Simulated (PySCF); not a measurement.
# C2H8SeSi: the cost of one run

Programs: PySCF 2.14.0, with routines of our own; each step states its level. All values are computed. Atoms count from 0.

### Step 1. The system as given

12 atoms, charge 0, multiplicity 1; geometry from: GFN2-xTB.

### Step 2. Relaxing the molecule at PBE0-D3(BJ)/def2-SVP

What the job is given:

```
{"job": {"xc": "PBE0", "basis": "def2-SVP", "d3": "d3bj", "grid": 1, "maxiter": 30, "shake": 0.01, "kind": "geom"}, "charge": 0, "multiplicity": 1}
C     -1.510020    -0.512460     0.094110
C     -0.937350     0.862510     0.405170
Se     0.550390     1.348300    -0.798470
Si     2.102390    -0.229930    -0.146440
H     -2.391730    -0.673870     0.725020
H     -0.808240    -1.277380     0.247300
H     -1.852870    -0.526070    -0.945680
H     -0.532430     0.915080     1.423010
H     -1.667040     1.668190     0.289550
H      1.940050    -0.386450     1.315200
H      1.772190    -1.507320    -0.795030
H      3.374350     0.291120    -0.528630
```

The run is started by

```bash
$ OMP_NUM_THREADS=1 python heavy_run.py task.json out
```

The driver reads the jobs from task.json and runs them one after another.

Q: Estimate the wall time and peak memory of this first job on 1 thread of Arm Neoverse V1, shared host.

About 55 s, with a peak of 0.48 GiB.
